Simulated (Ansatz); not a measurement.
# Bi: the cost of one run

Program: Ansatz 0.2.0. Level of theory: DFT PBEsol, scalar-relativistic. These are calculated values, not measurements.

## 1. The starting structure

Symmetry: C2/m, No. 12, monoclinic system. The conventional cell has a = 6.673 Å, b = 6.111 Å, c = 3.300 Å, α = 90.00°, β = 110.41°, γ = 90.00°. Bi (site symmetry m) has 6 Bi at 3.15 to 3.31 Å as nearest neighbours.

Coordinates:

```xyz
2
Lattice="3.3363 -3.0554 0.0000 3.3363 3.0554 0.0000 -1.1510 0.0000 3.0929" Properties=species:S:1:pos:R:3 pbc="T T T"
Bi    1.5087    0.0000    0.4608
Bi    4.0129    0.0000    2.6321
```

Atoms are numbered in the order of the input: Bi1, Bi2.

## 2. Volume × 0.94, LAPW

The input, input.yaml:

```yaml
crystal:
  lattice:
    - [3.2681735428, -2.9930273966, 0.0]
    - [3.2681735428, 2.9930273966, 0.0]
    - [-1.1274840194, 0.0, 3.0297716715]
  atoms:
    - { symbol: Bi, position: [0.2518, 0.2518, 0.149] }
    - { symbol: Bi, position: [0.7482, 0.7482, 0.851] }
kpoints:
  mp_grid: { grid: [8, 8, 11] }
  band_path:
    path:
      - [0.0, 0.0, 0.0]
      - [-0.4887142109, 0.4887142109, 0.0]
      - [-0.5112857891, -0.4887142109, 0.0]
      - [-0.5, -0.5, 0.0]
      - [0.0, 0.0, 0.0]
      - [-0.5, -0.5, 0.5]
      - [-0.6796217385, -0.3203782615, 0.5]
      - [-0.3203782615, 0.3203782615, 0.5]
      - [0.0, 0.0, 0.5]
    npoints: 5
scf:
  occupations: { method: fermi_dirac, width: 0.05 }
hamiltonian:
  xc: pbesol
  pseudopotentials: { kind: all_electron, lapw: { basis_error: 0.00025 } }
output:
  forces: true
  stress: true
  eigenvalues: true
```

The run is started by

```
ansatz run input.yaml --threads 1 --pin off --max-ram 3072MiB --backend cpu --events-out ev --progress --plain --runs-dir out
```

Q: Estimate wall time and peak memory on 1 thread of Arm Neoverse V1, shared host.

About 2 min, with a peak of 0.91 GiB.
